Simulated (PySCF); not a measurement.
**Ti(OH)2: triplet, from a bent start**

The task is one start of a wider search on Ti(OH)2: the triplet, from a bent start. It is relaxed, tested by its Hessian and followed downhill if it is a saddle.

Computed with PySCF 2.14.0. Level: PBE0, basis Ti def2-TZVP, O def2-TZVP, H def2-TZVP, no relativity, density fitting.

### Step 1. Where the work starts

5 atoms, charge 0, spin multiplicity 3.

Bond lengths: Ti1–O2 1.990 Å, Ti1–O3 1.990 Å, O2–H4 0.960 Å, O3–H5 0.960 Å. Angles: O2–Ti1–O3 110.0°, Ti1–O2–H4 130.0°, Ti1–O3–H5 130.0°.

```xyz
5
charge 0 multiplicity 3
Ti    0.0000    0.0000    0.0000
O     1.6301    0.0000    1.1414
O    -1.6301    0.0000    1.1414
H     2.1356   -0.7354    1.4954
H    -2.1356    0.7354    1.4954
```

### Step 2. The SCF at the typed geometry

The steps below are one call of a driver around PySCF. For each, scf.py gives the equivalent set-up of the SCF; relaxations use the driver's own optimiser. After this first run the driver tries any further starts and a stability analysis.

The input, scf.py:

```python
from pyscf import gto, scf, dft
mol = gto.M(atom='''
Ti     0.000000     0.000000     0.000000
O      1.630100     0.000000     1.141400
O     -1.630100     0.000000     1.141400
H      2.135600    -0.735400     1.495400
H     -2.135600     0.735400     1.495400''',
    basis={'Ti': 'def2-TZVP', 'O': 'def2-TZVP', 'H': 'def2-TZVP'},
    charge=0, spin=2)
mf = dft.UKS(mol, xc='PBE0')
mf.grids.atom_grid = (50, 194)
aux = {'Ti': 'def2-universal-JKFIT', 'O': 'def2-universal-JKFIT', 'H': 'def2-universal-JKFIT'}
mf = mf.density_fit(auxbasis=aux)
mf.conv_tol = 1e-08
mf.diis_space = 10
mf.max_cycle = 60
mf.init_guess = 'minao'
mf.verbose = 4
mf.kernel()
```

Started as:

```console
$ OMP_NUM_THREADS=4 python axn.py task.json out
```

The runs that follow: Bent start, triplet: relaxation; Vibrations and properties at this point.

Before running it: what results should come out? Wanted: minimum; geometry; wavenumbers; dipole moment; highest occupied, lowest empty level; polar-tensor charge of Ti1; zero-point energy; atomisation energy; ⟨S²⟩.

**Answer**, as computed:

| quantity | value |
| --- | --- |
| minimum | triplet, C2v |
| geometry | O–H 0.952 Å (×2), Ti–O 1.813 Å (×2); H–O–Ti 167.3° (×2), O–Ti–O 162.0° |
| wavenumbers (cm⁻¹) | 67 (a1), 405 (b1), 414 (a1), 416 (a2), 428 (b2), 675 (a1), 784 (b2), 4002 (b2), 4004 (a1) |
| dipole moment | 0.58 D |
| highest occupied, lowest empty level (either spin) | -4.82, -1.48 eV |
| polar-tensor charge of Ti1 | +1.14 e |
| zero-point energy | 67.0 kJ/mol |
| entropy at 298.15 K | 293.7 J/(mol K) |
| atomisation energy (no zero-point energy) | 1847 kJ/mol |
| ⟨S²⟩ | 2.007 |

From C2 at the start the molecule goes to a C2v minimum. The strongest infrared band lies at 4002 cm⁻¹ (b2). Most of the spin sits on Ti1 (Mulliken spin 2.08, against 2 for the whole molecule). Only this shape and spin were tried, so other structures or states may lie lower. Open d and f shells are described by one determinant, and the ground state may have another occupation or spin.
